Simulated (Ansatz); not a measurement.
# Nudged elastic band run: Sc

The input (input.yaml):

```yaml
crystal:
  lattice:
    - [6.62, 0.0, 0.0]
    - [-4.965, 8.599632, 0.0]
    - [0.0, 0.0, 5.27614]
  atoms:
    - { symbol: Sc, position: [0.01732174, 0.0109711, -0.02440643] }
    - { symbol: Sc, position: [0.19135544, 0.19287833, 0.48740621] }
    - { symbol: Sc, position: [-0.06680696, 0.28280034, 0.13384487] }
    - { symbol: Sc, position: [0.19173391, 0.60232893, 0.38785889] }
    - { symbol: Sc, position: [0.00288969, 0.65294952, -0.06636667] }
    - { symbol: Sc, position: [0.15410937, 0.88472115, 0.48101339] }
    - { symbol: Sc, position: [0.48282409, -0.0100811, 0.01623582] }
    - { symbol: Sc, position: [0.68360215, 0.23129994, 0.58420991] }
    - { symbol: Sc, position: [0.51372386, 0.3240472, 0.03463624] }
    - { symbol: Sc, position: [0.68501842, 0.56142394, 0.47002777] }
    - { symbol: Sc, position: [0.56527703, 0.71013733, -0.02082676] }
    - { symbol: Sc, position: [0.684754, 0.90569269, 0.49161482] }
    - { symbol: Sc, position: [0.22953354, 0.43431813, 0.77218284] }
basis:
  ecutwfc: 420.0
kpoints:
  mp_grid: { grid: [3, 2, 3] }
hamiltonian:
  xc: pbe
  dispersion: d3bj
scf:
  occupations: { method: gaussian, width: 0.05 }
  lower_state_search: "off"
neb:
  images: 5
  f_tol: 0.05
  initial_path: idpp
  max_iterations: 70
  optimiser: fire
  final_atoms:
    - { symbol: Sc, position: [-0.01768451, -0.01613565, -0.00887438] }
    - { symbol: Sc, position: [0.10180585, 0.17915307, 0.47911219] }
    - { symbol: Sc, position: [-0.01709756, 0.32725132, -0.02997751] }
    - { symbol: Sc, position: [0.15287652, 0.56455664, 0.53434929] }
    - { symbol: Sc, position: [-0.01564394, 0.65778304, 0.08341921] }
    - { symbol: Sc, position: [0.18494728, 0.89989818, 0.51647029] }
    - { symbol: Sc, position: [0.51270424, 0.00442859, -0.01858137] }
    - { symbol: Sc, position: [0.66422874, 0.23601318, 0.43380928] }
    - { symbol: Sc, position: [0.47613881, 0.28748574, -0.11261853] }
    - { symbol: Sc, position: [0.73468223, 0.60767961, 0.63354247] }
    - { symbol: Sc, position: [0.47642611, 0.69640079, -0.01093918] }
    - { symbol: Sc, position: [0.65019061, 0.87847396, 0.4767969] }
    - { symbol: Sc, position: [0.43821891, 0.45417338, 1.27213297] }
  order_check: true
```

Command:

```bash
$ ansatz run input.yaml --threads 4 --pin off --max-ram 10240MiB --backend cpu --events-out ev --progress --plain --runs-dir out
```

Output, in part (warnings, iteration lines):

```
NEB end point (image 0): max|allowed force component| = 8.979e-3 eV/Å (the criterion of neb.relax_end_points is 1.000e-2)
NEB end point (image 6): max|allowed force component| = 2.619e-2 eV/Å (the criterion of neb.relax_end_points is 1.000e-2)
NEB iter   1: max|band force component| = 1.484e0 eV/Å  barrier→ = 1.6985 eV  barrier← = 1.6980 eV  Δτ_max = 0.0214 Å  (55 SCF iters)
NEB iter   2: max|band force component| = 1.358e0 eV/Å  barrier→ = 1.5201 eV  barrier← = 1.5195 eV  Δτ_max = 0.0410 Å  (31 SCF iters)
NEB iter   3: max|band force component| = 1.165e0 eV/Å  barrier→ = 1.2385 eV  barrier← = 1.2379 eV  Δτ_max = 0.0584 Å  (33 SCF iters)
NEB iter   4: max|band force component| = 8.994e-1 eV/Å  barrier→ = 0.9452 eV  barrier← = 0.9446 eV  Δτ_max = 0.0721 Å  (36 SCF iters)
NEB iter   5: max|band force component| = 6.591e-1 eV/Å  barrier→ = 0.7032 eV  barrier← = 0.7027 eV  Δτ_max = 0.0811 Å  (37 SCF iters)
NEB iter   6: max|band force component| = 6.897e-1 eV/Å  barrier→ = 0.5417 eV  barrier← = 0.5411 eV  Δτ_max = 0.0808 Å  (37 SCF iters)
NEB iter   7: max|band force component| = 5.803e-1 eV/Å  barrier→ = 0.4718 eV  barrier← = 0.4712 eV  Δτ_max = 0.0025 Å  (37 SCF iters)
NEB iter   8: max|band force component| = 5.552e-1 eV/Å  barrier→ = 0.4666 eV  barrier← = 0.4660 eV  Δτ_max = 0.0050 Å  (30 SCF iters)
[... lines left out ...]
```

The run converged. By the program's own check the climbing image is a first-order saddle point (lowest curvatures found: -0.24 and 0.75 eV/Å²). Limits of this set-up: coarse k mesh, a small cell, in which the defect meets its images.

Final band (atoms are numbered from 1 in the order of the input):

```csv
image,path coordinate (Å),energy (eV),Sc1–Sc13 (Å),Sc2–Sc10 (Å),Sc3–Sc12 (Å)
0,0.00,0.00,3.86,3.48,3.76
1,0.72,0.12,3.83,3.48,3.99
2,1.45,0.27,3.78,3.35,4.16
3,2.16,0.32,3.76,3.28,4.20
4,2.96,0.20,3.81,3.49,4.23
5,3.75,0.10,3.92,3.90,4.42
6,4.55,0.00,4.36,4.30,4.65
```

Run time: 29 min on 4 threads of Intel(R) Xeon(R) Platinum 8259CL CPU @ 2.50GHz (Skylake/Cascade Lake) (shared host), peak memory 1.9 GiB.
